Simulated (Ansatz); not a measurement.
A run of Ansatz 0.2.0 is set up as follows.

The input input.yaml:

```yaml
crystal:
  lattice:
    - [1.4606320425, 0.8432963029, 4.7393853233]
    - [-1.4606320425, 0.8432963029, 4.7393853233]
    - [0.0, -1.6865926058, 4.7393853233]
  atoms:
    - { symbol: Cr, position: [0.5, 0.5, 0.5], spin: 6.0 }
    - { symbol: V, position: [0.0, 0.0, 0.0], spin: 4.0 }
    - { symbol: C, position: [0.248759, 0.248759, 0.248759] }
    - { symbol: C, position: [0.751241, 0.751241, 0.751241] }
hamiltonian:
  xc: pbesol
  pseudopotentials: { kind: paw }
magnetization:
  spin_polarized: true
  initial_magnetization: 10.0
  spin_locking: { lock_magnetization: hard }
kpoints:
  mp_grid: { grid: [9, 9, 9] }
scf:
  occupations: { method: fermi_dirac, width: 0.05 }
  lower_state_search: "off"
output:
  forces: true
  stress: true
  eigenvalues: true
```

Potentials or basis: Ansatz PAW.

The run is started by

```bash
$ ansatz run input.yaml --threads 2 --pin off --max-ram 5632MiB --backend cpu --events-out ev --progress --plain --runs-dir out
```

(1) Estimate the pressure.

(2) Estimate the largest force.

Results:

(1) 102.0 GPa.

(2) 0.279 eV/Å.

Caveat: a pressure of tens of GPa on the cell as given is suspect, and the run, the potentials or the cell itself is likely at fault; the pressure holds a Pulay correction of +0.4 GPa for the finite cutoff; the total moment is fixed, so each spin has its own Fermi level; the PAW data sets come from PBE, with cores solved anew for the run's functional, which leaves a small shift of forces and pressure; the thresholds are loose for stress.
